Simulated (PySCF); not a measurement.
# C3H12AsNSi2: circular dichroism and optical rotation

Aim: compute the circular dichroism and optical rotation of C3H12AsNSi2 (`C[C@]1([SiH3])CN[Si@@H]1[AsH2]`).

Computed with PySCF 2.14.0 and routines of our own; the level stands in each step. Atoms count from 0.

## 1. The starting structure

19 atoms, charge 0, multiplicity 1; geometry from: GFN2-xTB.

## 2. Circular dichroism and optical rotation: TDDFT CAM-B3LYP/def2-SVPD

Job settings and geometry (Å):

```
{"job": {"kind": "ecd", "xc": "CAM-B3LYP", "basis": "def2-SVPD", "nstates": 16}, "charge": 0, "multiplicity": 1}
C     -0.245046    -0.000167    -1.676024
C     -0.525205     0.086764    -0.181053
Si    -2.120060    -0.813001     0.287720
C     -0.455891     1.538447     0.316177
N      0.900160     1.507976     0.828995
Si     1.080852    -0.211246     0.840070
As     2.955397    -0.892289    -0.343618
H     -0.081118    -1.037846    -1.974154
H     -1.075288     0.394360    -2.262757
H      0.651365     0.571792    -1.932734
H     -3.258589    -0.168048    -0.375318
H     -2.319926    -0.750936     1.737586
H     -2.027637    -2.209523    -0.146574
H     -0.574915     2.286999    -0.474586
H     -1.194668     1.748850     1.098910
H      1.208456     2.246077     1.442580
H      0.809752    -0.897481     2.127925
H      2.524378    -2.326443    -0.243436
H      3.738181    -1.065036     0.922828
```

With the program's defaults for keys left out, this is: TDDFT CAM-B3LYP/def2-SVPD circular dichroism and optical rotation, one conformer, gas phase.

The run is started by

```
> OMP_NUM_THREADS=1 python excited_run.py task.json out
```

This one command runs all jobs of the session in turn.

What it wrote:

```text
coarse grid: 70480 points
cycle   1  E = -2990.5447823810  dE =  3.825e-02  |g| = 4.859e-01  |ddm| = 7.265e+00
cycle   2  E = -2990.5397022744  dE =  5.080e-03  |g| = 5.249e-01  |ddm| = 1.823e+00
cycle   3  E = -2990.6007208045  dE = -6.102e-02  |g| = 6.433e-02  |ddm| = 9.250e-01
cycle   4  E = -2990.6016496028  dE = -9.288e-04  |g| = 2.416e-02  |ddm| = 1.876e-01
cycle   5  E = -2990.6017759902  dE = -1.264e-04  |g| = 5.309e-03  |ddm| = 5.917e-02
cycle   6  E = -2990.6017837093  dE = -7.719e-06  |g| = 1.609e-03  |ddm| = 1.805e-02
final grid: 146008 points
cycle   7  E = -2990.6017512730  dE = -1.099e-07  |g| = 1.763e-03  |ddm| = 1.175e-02
cycle   8  E = -2990.6017509639  dE =  3.091e-07  |g| = 2.112e-03  |ddm| = 7.799e-03
cycle   9  E = -2990.6017520685  dE = -1.105e-06  |g| = 9.444e-05  |ddm| = 3.889e-03
cycle  10  E = -2990.6017520709  dE = -2.371e-09  |g| = 2.689e-05  |ddm| = 3.490e-04
cycle  11  E = -2990.6017520714  dE = -4.766e-10  |g| = 1.571e-05  |ddm| = 2.327e-04
converged SCF energy = -2990.6017520714

Singlet excitations and rotatory strengths (1e-40 esu^2 cm^2)
state   eV       nm     f(len)   f(vel)    R(len)    R(vel)   main configurations
  1   5.3413   232.1  0.00461  0.00529    28.724    30.828   H->L 0.94
  2   6.0878   203.7  0.00096  0.00101    -0.970    -1.584   H->L+1 0.40, H-1->L 0.26, H->L+3 0.15
  3   6.2446   198.5  0.07689  0.08095   -81.374   -82.753   H-1->L 0.34, H->L+1 0.25, H->L+2 0.19
  4   6.4584   192.0  0.06828  0.07046    49.958    49.565   H->L+2 0.39, H->L+1 0.19, H->L+3 0.17
  5   6.5294   189.9  0.02222  0.02395    11.988    12.226   H->L+3 0.32, H-1->L 0.30, H->L+2 0.18
  6   6.6577   186.2  0.03167  0.03383   -12.892   -13.780   H-2->L 0.72, H->L+3 0.14
  7   6.8050   182.2  0.05869  0.06177    20.726    20.851   H->L+5 0.48
  8   7.0807   175.1  0.07588  0.07920   -26.356   -26.400   H-1->L+1 0.63
  9   7.1455   173.5  0.02480  0.02541   -18.894   -17.431   H-1->L+2 0.39, H-2->L+1 0.37
 10   7.2397   171.3  0.20575  0.20765    20.830    21.608   H-2->L+2 0.30, H-2->L+1 0.25, H-1->L+2 0.18
 11   7.3898   167.8  0.00308  0.00335   -18.190   -18.354   H-1->L+3 0.41, H->L+4 0.12
 12   7.4158   167.2  0.00375  0.00481     7.028     7.255   H-3->L 0.60
 13   7.4606   166.2  0.02734  0.02948    15.270    16.046   H-2->L+2 0.24, H-1->L+3 0.14, H-3->L 0.09
 14   7.4948   165.4  0.02004  0.02160    -0.314     1.618   H->L+4 0.17, H-2->L+2 0.13, H-1->L+2 0.12
 15   7.5831   163.5  0.02351  0.02528     2.142     2.146   H->L+7 0.36, H-3->L 0.10, H-1->L+5 0.08
 16   7.6073   163.0  0.12834  0.12927   -39.758   -40.648   H-2->L+3 0.26, H->L+6 0.19, H->L+7 0.12

Specific rotation (deg / (dm g/mL))
    nm     length   length(OI)   velocity    alpha(len)  alpha(vel)
  633.0      46.12      45.92      51.14      130.326    131.343
  589.3      55.40      55.17      61.52      130.973    132.002
  546.0      67.95      67.67      75.55      131.789    132.833
  436.0     133.54     133.03     149.02      135.227    136.338
  405.0     172.74     172.11     192.92      136.828    137.971
  365.0     260.61     259.76     291.16      139.671    140.873
  355.0     294.58     293.66     329.05      140.576    141.797
```

Wall time 5.5 min (1 thread of Arm Neoverse V1, shared host); peak memory 1.3 GiB.

## 3. Results

```
                                                                                       quantity                                                          value
state of largest rotatory strength (velocity form) among 16 (step 2, TDDFT CAM-B3LYP/def2-SVPD)  6.24 eV, R = -82.8 (velocity), -81.4 (length) ·10⁻⁴⁰ esu² cm²
                              specific rotation at 633.0 nm (step 2, TDDFT CAM-B3LYP/def2-SVPD)                                 51.1 (velocity), 46.1 (length)
```

Steps that list no spin-orbit terms leave them out, which matters at and beside the heavy atoms. Rotations belong to one conformer.
